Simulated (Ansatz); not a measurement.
Runs of Ansatz 0.2.0 on HPbNO4. The typed cell holds 14 atoms: a = 4.120 Å, b = 6.427 Å, c = 8.387 Å, α = 67.04°, β = 89.96°, γ = 89.98°. The cell was built by a generator and needn't be a form met in nature.

```tsv
task	level	cell	k mesh	cutoff (eV)	points for each segment of the path	gap on the mesh (eV)	pressure (GPa)	relaxed volume (Å³/atom)	largest force (eV/Å)
relaxation of cell and atoms	PBEsol	relaxed	5 × 4 × 3	420	-	3.18	0.0	(c)	0.01
band structure	PBEsol	as given	7 × 5 × 4	420	10	3.29	(a)	-	(b)
band structure	r2SCAN	as given	7 × 5 × 4	500	10	3.68	-3.3	-	0.66
relaxation of cell and atoms	r2SCAN	relaxed	5 × 4 × 3	500	-	3.66	0.0	13.40	0.01
```

Alike in all rows: potentials or basis Ansatz PAW; no spin polarisation; smearing fermi-dirac 0.05 eV.

Task: Estimate the missing entries.

Result: (a) -2.8; (b) 0.44; (c) 13.39.

Caveats: spin-orbit coupling is left out, which as a rule narrows the gap of such compounds by several tenths of an eV; the PAW data sets come from PBE, with cores solved anew for the run's functional, which leaves a small shift of forces and pressure; odd divisions of the mesh miss points on the zone boundary, where band edges often lie, so the gap on the mesh can be too wide (some runs); the plane-wave basis is chosen anew once the cell has moved, so the energies of steps on either side of that aren't comparable (some runs).

A k mesh can miss the band edges, and the runs leave out spin-orbit coupling on Pb.
